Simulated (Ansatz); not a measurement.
# F3Si: the cost of one run

Computed with Ansatz 0.2.0 (DFT unrestricted r2SCAN, Gaussian basis aug-cc-pV(T+d)Z, and further levels as typed in the inputs, unless a step's input says otherwise).

## 1. The system as given

Bond lengths: Si1–F2 1.548 Å, Si1–F3 1.581 Å, Si1–F4 1.602 Å. Angles: F2–Si1–F3 108.4°, F2–Si1–F4 108.0°, F3–Si1–F4 107.2°.

Coordinates:

```xyz
4

Si    0.0179    0.0044    0.0010
F     1.4564   -0.0028   -0.5698
F    -0.7384    1.2712   -0.5667
F    -0.7423   -1.2906   -0.5574
```

## 2. Relaxing the atoms: F3Si

input.yaml reads:

```yaml
relax:
  f_tol: 0.001
  max_steps: 200
crystal:
  periodic: [false, false, false]
  atoms:
    - { symbol: Si, position_ang: [0.017886, 0.004365, 0.000965] }
    - { symbol: F, position_ang: [1.456422, -0.002774, -0.569769] }
    - { symbol: F, position_ang: [-0.738356, 1.271167, -0.56666] }
    - { symbol: F, position_ang: [-0.742301, -1.290576, -0.557375] }
magnetization:
  spin_polarized: true
  initial_magnetization: 1
basis:
  gaussian: { orbitals: "aug-cc-pV(T+d)Z.json" }
hamiltonian:
  xc: r2scan
```

Started as:

```sh
> ansatz run input.yaml --threads 4 --pin off --max-ram 8192MiB --backend cpu --events-out ev --progress --plain --runs-dir out
```

**Question.** How long does this run take on 4 threads of Intel Xeon Platinum 8259CL at 2.50GHz (Skylake/Cascade Lake), shared host, and how much memory does it need?

About 25 s, with a peak of 0.34 GiB.
